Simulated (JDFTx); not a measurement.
Input of a JDFTx 1.7.0 (patched build) run:

fluid.in

```
lattice \
   22.6767134955     0.0000000000     0.0000000000 \
    0.0000000000    20.7869873709     0.0000000000 \
    0.0000000000     0.0000000000    20.7869873709
coords-type Lattice
ion B      0.4733041700     0.4915409100     0.4995136400 1
ion Br     0.6086375000     0.4562318200     0.5802136400 1
ion H      0.3935291700     0.4331500000     0.5257500000 1
ion H      0.4736708300     0.5706681800     0.4259681800 1

ion-species pseudo/B.upf
ion-species pseudo/Br.upf
ion-species pseudo/H.upf
elec-cutoff 38
elec-ex-corr gga-PBEsol
kpoint-folding 1 1 1
elec-n-bands 11
electronic-minimize nIterations 100 energyDiffThreshold 1e-06
fluid LinearPCM
pcm-variant GLSSA13
fluid-solvent CH2Cl2
fluid-minimize nIterations 200 knormThreshold 1e-10
initial-state vacuum.$VAR
core-overlap-check none
forces-output-coords Cartesian

dump-name fluid.$VAR
dump End Ecomponents EigStats BandEigs Kpoints Forces
```

Potentials or basis: PseudoDojo-SR-PBEsol-0.4.1-standard with smoothed tails.

Launch:

```console
$ jdftx -c 1 -i fluid.in -o fluid.out
```

**Question.** Estimate the solvation energy.

**Answer.** -0.105 eV.

**Question.** Estimate the largest force.

**Answer.** 0.243 eV/Å.

Forces in eV/Å, atoms in the order of the input:
```
B    0.059 -0.015  0.035
Br   0.080 -0.019  0.044
H   -0.171 -0.149  0.083
H    0.038  0.182 -0.157
```

Caveat: forces may be off by hundredths of an eV/Å; forces in the liquid are good to some per cent; the liquid is a continuum model, checked here against plausible ranges alone.
